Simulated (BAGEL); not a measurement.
# PBE0/6-31G(d) (density fitting with qzvpp-jkfit, spherical functions) run of GePH4Cl (SMILES [PH2][GeH2][Cl])

What is the energy change on altering one bond length of GePH4Cl at PBE0/6-31G* (density fitting with qzvpp-jkfit, spherical functions)? 

The calculation is run with BAGEL 1.2.2.

4 further runs of the same task are left out: 4 set aside as unsound or not needed.

**1. The system as given**

GePH4Cl: 7 atoms, total charge 0, spin state singlet. As SMILES, `[PH2][GeH2][Cl]`. The shape comes from GFN2-xTB, which is rough for such elements, and wasn't checked as a minimum. This is one conformer, not always the lowest.

Bond lengths: P1–Ge2 2.310 Å, Ge2–Cl3 2.108 Å, P1–H4 1.390 Å, P1–H5 1.391 Å, Ge2–H6 1.526 Å, Ge2–H7 1.522 Å. Angles: P1–Ge2–Cl3 109.3°, P1–Ge2–H6 117.5°, P1–Ge2–H7 112.5°, Cl3–Ge2–H6 105.7°, Cl3–Ge2–H7 106.2°, Ge2–P1–H4 92.6°, Ge2–P1–H5 92.2°, H6–Ge2–H7 105.0°, H4–P1–H5 92.5°.

**2. The energy at PBE0/6-31G(d) (density fitting with qzvpp-jkfit, spherical functions)**

File input.json:

```json
{ "bagel" : [

{
  "title" : "molecule",
  "basis" : "6-31gs.json",
  "df_basis" : "qzvpp-jkfit",
  "angstrom" : true,
  "geometry" : [
    { "atom" : "P", "xyz" : [      -0.848280,       0.159240,      -1.350800 ] },
    { "atom" : "Ge", "xyz" : [       0.627510,      -0.161770,       0.396700 ] },
    { "atom" : "Cl", "xyz" : [       1.884440,       1.522000,       0.563350 ] },
    { "atom" : "H", "xyz" : [      -1.663390,      -0.887510,      -0.937300 ] },
    { "atom" : "H", "xyz" : [      -1.581720,       1.096660,      -0.630550 ] },
    { "atom" : "H", "xyz" : [       0.036210,      -0.374130,       1.787390 ] },
    { "atom" : "H", "xyz" : [       1.545220,      -1.354480,       0.171220 ] }
  ]
},

{
  "title" : "ks",
  "xc_func" : "pbe0"
},

{
  "title" : "print",
  "file" : "orbitals.molden",
  "orbitals" : true
}

]}
```

The basis set 6-31G* is read from a file made from the Basis Set Exchange's data (not shown).

Command:

```bash
$ BAGEL_NUM_THREADS=1 BAGEL input.json > input.out
```

The program printed:

```text
* using 1 threads per process

  ===============================================================
  ===============================================================

  *** Geometry ***

  { "atom" : "P", "xyz" : [     -1.603017,      0.300920,     -2.552642 ] },
  { "atom" : "Ge", "xyz" : [      1.185822,     -0.305701,      0.749654 ] },
  { "atom" : "Cl", "xyz" : [      3.561075,      2.876163,      1.064577 ] },
  { "atom" : "H", "xyz" : [     -3.143352,     -1.677151,     -1.771240 ] },
  { "atom" : "H", "xyz" : [     -2.989018,      2.072387,     -1.191567 ] },
  { "atom" : "H", "xyz" : [      0.068427,     -0.707003,      3.377678 ] },
  { "atom" : "H", "xyz" : [      2.920043,     -2.559596,      0.323559 ] },

  Number of auxiliary basis functions:      594

  Since a DF basis is specified, we compute 2- and 3-index integrals:
    o Being stored without compression. Storage requirement is 0.027 GB

  Number of basis functions:       76
  Number of electrons      :       68

    * METHOD: MOLECULE                             0.29

  *** Kohn-Sham DFT ***

    * Removing 11815 points whose weight is below 1.00e-10
    * Grid points: 92527

  === Nuclear Repulsion ===
   346.5120747882

       - DIIS with orbital gradients will be used.

  === KS iteration (pbe0 / 6-31gs.json) ===
      0      -2789.55544608          0.12238830           0.36
      1      -2579.14686732          0.19656735           0.33
      2      -2655.96367176          0.08959998           0.32
      3      -2625.26095460          0.18081181           0.32
      4      -2758.68675501          0.15648948           0.31
      5      -2760.76607819          0.14834207           0.32
      6      -2761.63095297          0.14649536           0.32
      7      -2760.35018725          0.15916655           0.31
      8      -2667.49832200          0.13948722           0.31
      9      -2862.15419344          0.13559839           0.32
     10      -2874.77926049          0.09859250           0.32
     11      -2879.30838765          0.04463674           0.32
     12      -2879.50056895          0.05042007           0.32
     13      -2880.04016444          0.01215016           0.32
     14      -2880.11389063          0.00315351           0.31
     15      -2880.12336450          0.00063394           0.31
     16      -2880.12370146          0.00012663           0.31
     17      -2880.12370860          0.00005236           0.30
     18      -2880.12371113          0.00000974           0.31
     19      -2880.12371121          0.00000117           0.31
     20      -2880.12371121          0.00000042           0.31
     21      -2880.12371121          0.00000016           0.31
     22      -2880.12371121          0.00000007           0.31
     23      -2880.12371121          0.00000001           0.30
     24      -2880.12371121          0.00000001           0.31
    * SCF iteration converged.

    * Permanent dipole moment:
           (    0.720517,     0.609843,    -0.151127) a.u.

    * METHOD: KS                                   8.28

    * METHOD: PRINT                                0.01

  ===============================================================
```

Wall time 9 s (1 thread of AMD EPYC 9R45 (Zen 5), shared host); peak memory 0.41 GiB.

**3. The distorted shape at the same level**

File input.json:

```json
{ "bagel": [

{
  "title": "molecule",
  "basis": "6-31gs.json",
  "df_basis": "qzvpp-jkfit",
  "angstrom": true,
  "geometry": [
    { "atom": "P", "xyz": [      -0.985959,       0.338176,      -1.316972 ] },
    { "atom": "Ge", "xyz": [       0.489831,       0.017166,       0.430528 ] },
    { "atom": "Cl", "xyz": [       1.746761,       1.700936,       0.597178 ] },
    { "atom": "H", "xyz": [      -1.801069,      -0.708574,      -0.903472 ] },
    { "atom": "H", "xyz": [      -1.719399,       1.275596,      -0.596722 ] },
    { "atom": "H", "xyz": [      -0.101469,      -0.195194,       1.821218 ] },
    { "atom": "H", "xyz": [       1.545220,      -1.354480,       0.171220 ] }
  ]
},

{ "title": "ks", "xc_func": "pbe0" },

{ "title": "print", "file": "orbitals.molden", "orbitals": true }

]}
```

The basis set 6-31G* is read from a file made from the Basis Set Exchange's data (not shown).

Command:

```bash
$ BAGEL_NUM_THREADS=1 BAGEL input.json > input.out
```

The program printed:

```text
* using 1 threads per process

  ===============================================================
  ===============================================================

  *** Geometry ***

  { "atom" : "P", "xyz" : [     -1.863192,      0.639060,     -2.488716 ] },
  { "atom" : "Ge", "xyz" : [      0.925646,      0.032439,      0.813580 ] },
  { "atom" : "Cl", "xyz" : [      3.300900,      3.214303,      1.128503 ] },
  { "atom" : "H", "xyz" : [     -3.403527,     -1.339011,     -1.707315 ] },
  { "atom" : "H", "xyz" : [     -3.249193,      2.410527,     -1.127641 ] },
  { "atom" : "H", "xyz" : [     -0.191749,     -0.368863,      3.441603 ] },
  { "atom" : "H", "xyz" : [      2.920043,     -2.559596,      0.323559 ] },

  Number of auxiliary basis functions:      594

  Since a DF basis is specified, we compute 2- and 3-index integrals:
    o Being stored without compression. Storage requirement is 0.027 GB

  Number of basis functions:       76
  Number of electrons      :       68

    * METHOD: MOLECULE                             0.30

  *** Kohn-Sham DFT ***

    * Removing 11640 points whose weight is below 1.00e-10
    * Grid points: 92702

  === Nuclear Repulsion ===
   344.7373176985

       - DIIS with orbital gradients will be used.

  === KS iteration (pbe0 / 6-31gs.json) ===
      0      -2789.39146890          0.12190183           0.35
      1      -2580.03062362          0.19630510           0.33
      2      -2655.88736445          0.08920132           0.33
      3      -2626.02372174          0.17858213           0.33
      4      -2759.39162147          0.15344568           0.32
      5      -2761.52063916          0.14650900           0.32
      6      -2762.06736936          0.14571052           0.33
      7      -2760.89055731          0.15793052           0.33
      8      -2668.60373173          0.14017267           0.32
      9      -2862.17232859          0.13653490           0.31
     10      -2872.07324664          0.10483774           0.31
     11      -2879.09793306          0.05401675           0.31
     12      -2879.28452683          0.05588807           0.32
     13      -2880.01528603          0.01436940           0.32
     14      -2880.10240580          0.00346060           0.31
     15      -2880.11338809          0.00078190           0.32
     16      -2880.11396053          0.00019150           0.32
     17      -2880.11398028          0.00007388           0.33
     18      -2880.11398532          0.00001489           0.33
     19      -2880.11398549          0.00000240           0.34
     20      -2880.11398549          0.00000047           0.33
     21      -2880.11398549          0.00000016           0.34
     22      -2880.11398549          0.00000007           0.32
     23      -2880.11398549          0.00000001           0.32
     24      -2880.11398549          0.00000001           0.32
    * SCF iteration converged.

    * Permanent dipole moment:
           (    0.815893,     0.476093,    -0.164104) a.u.

    * METHOD: KS                                   8.54

    * METHOD: PRINT                                0.01

  ===============================================================
```

It took 9.3 s on 1 thread of AMD EPYC 9R45 (Zen 5), shared host; peak memory 0.41 GiB.

**4. Results**

Level: PBE0/6-31G* (density fitting with qzvpp-jkfit, spherical functions).

| quantity | value |
| --- | --- |
| first shape: total energy | -2880.12371 Eh |
| first shape: dipole moment | 2.43 D |
| first shape: HOMO energy | -7.87 eV |
| first shape: LUMO energy | -0.23 eV |
| first shape: HOMO–LUMO gap | 7.63 eV |
| distorted shape: total energy | -2880.11399 Eh |
| distorted shape: dipole moment | 2.44 D |
| distorted shape: HOMO energy | -7.93 eV |
| distorted shape: LUMO energy | -0.40 eV |
| distorted shape: HOMO–LUMO gap | 7.54 eV |
| energy change with the Ge2–H7 bond stretched from 1.522 to 1.750 Å | 0.265 eV |

**Reading.** With the Ge2–H7 bond stretched from 1.522 to 1.750 Å the energy rises by 0.26 eV (25.5 kJ/mol). The first shape isn't relaxed at this level, so the change isn't measured from a minimum.
